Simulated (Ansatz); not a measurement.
# ZnH: the cost of one run

Method: DFT PBE, scalar-relativistic, plane waves, PAW, in Ansatz 0.2.0.

2 further runs of the same task are left out: 1 that didn't finish, 1 set aside as unsound or not needed. Runs told in other sessions of the task aren't counted.

## (1) The system as given

It takes space group P4/mmm (No. 123, tetragonal). The conventional cell has a = 3.220 Å, b = 3.220 Å, c = 6.869 Å, α = 90.00°, β = 90.00°, γ = 90.00°. Zn (site symmetry 4/mmm) is surrounded by 2 Zn at 1.62 Å. Around Zn (site symmetry 4mm) lie 1 Zn at 1.62 Å. H (site symmetry 4mm) is surrounded by 1 H at 1.21 Å. H (site symmetry 4/mmm) has 2 H at 1.21 Å in its first shell of neighbours.

As a file:

```xyz
6
Lattice="3.2201 0.0000 0.0000 0.0000 3.2201 0.0000 0.0000 0.0000 6.8690" Properties=species:S:1:pos:R:3 pbc="T T T"
Zn    1.6100    1.6100    3.4345
Zn    1.6100    1.6100    5.0572
Zn    1.6100    1.6100    1.8118
H     0.0000    0.0000    5.6550
H     0.0000    0.0000    1.2140
H     0.0000    0.0000    0.0000
```

The cell is invented: random cell by space group and Wyckoff sites (P4/mmm, No. 123). The dimensions are guesses.

## (2) Probe: one point on a coarse mesh

input.yaml reads:

```yaml
crystal:
  lattice:
    - [3.22008978, 0.0, 0.0]
    - [0.0, 3.22008978, 0.0]
    - [0.0, 0.0, 6.86896057]
  atoms:
    - { symbol: Zn, position: [0.5, 0.5, 0.5] }
    - { symbol: Zn, position: [0.5, 0.5, 0.7362364] }
    - { symbol: Zn, position: [0.5, 0.5, 0.2637636] }
    - { symbol: H, position: [0.0, 0.0, 0.8232676] }
    - { symbol: H, position: [0.0, 0.0, 0.1767324] }
    - { symbol: H, position: [0.0, 0.0, 0.0] }
basis:
  ecutwfc: 420
kpoints:
  mp_grid: { grid: [6, 6, 4] }
hamiltonian:
  xc: pbe
scf:
  occupations: { method: gaussian, width: 0.1 }
  lower_state_search: "off"
output:
  forces: true
  stress: true
  eigenvalues: true
```

Launch:

```bash
ansatz run input.yaml --threads 1 --pin off --max-ram 2560MiB --backend cpu --events-out ev --progress --plain --runs-dir out
```

Q: Estimate wall time and peak memory on 1 thread of AMD EPYC 9R45 (Zen 5), shared host.

About 1.1 s, with a peak of 0.39 GiB.
